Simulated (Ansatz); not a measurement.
Ta3AsAu2O13:

```
CELL_PARAMETERS angstrom
5.88672 0.00000 0.00000
2.19986 5.91413 0.00000
1.85109 1.73865 7.56124
ATOMIC_POSITIONS crystal
Ta 0.39605 0.05000 0.58683
Ta 0.95891 0.61806 0.76348
Ta 0.06984 0.27356 0.18903
As 0.07072 0.88917 0.02743
Au 0.21939 0.67567 0.38144
Au 0.68925 0.45927 0.56874
O 0.16689 0.59518 0.16534
O 0.86104 0.11514 0.11677
O 0.26950 0.96377 0.83676
O 0.87527 0.82792 0.92000
O 0.70329 0.78261 0.54686
O 0.17528 0.40817 0.59350
O 0.27798 0.92640 0.17203
O 0.64612 0.14878 0.61595
O 0.14281 0.39538 0.93941
O 0.30048 0.17203 0.35732
O 0.19051 0.80386 0.59347
O 0.70787 0.47140 0.81379
O 0.77878 0.42364 0.31185
```

The cell was built by a generator and needn't be a form met in nature.

Base run:

| Quantity | Value |
| --- | --- |
| Program | Ansatz 0.2.0 |
| Functional | PBE |
| Potentials or basis | Ansatz PAW |
| Cutoff | 420 eV |
| Density cutoff | 1680 eV |
| k mesh | 5 × 5 × 4 |
| Occupations | fermi-dirac, width 0.05 eV |
| Spin | no spin polarisation |
| Hubbard terms | Au d U = 2 eV, Ta d U = 2 eV |

Its results: band gap on the k mesh 1.71 eV, indirect (least direct gap 1.74 eV); pressure 0.8 GPa; largest force 0.129 eV/Å.

Q: The run is repeated on the same cell with these changes: hubbard terms from Au d U = 2 eV, Ta d U = 2 eV to Au d U = 4 eV, Ta d U = 4 eV. What comes out?

A: Band gap on the k mesh 1.75 eV, indirect (least direct gap 1.79 eV); pressure 1.6 GPa; largest force 0.265 eV/Å.

Caveats: odd divisions of the mesh miss points on the zone boundary, where band edges often lie, so the gap on the mesh can be too wide; spin-orbit coupling is left out, which moves the levels of the heavy elements; the density of states is complete only up to the lowest level of the last band computed.

A k mesh can miss the band edges.

Not every run made on this cell is shown here.
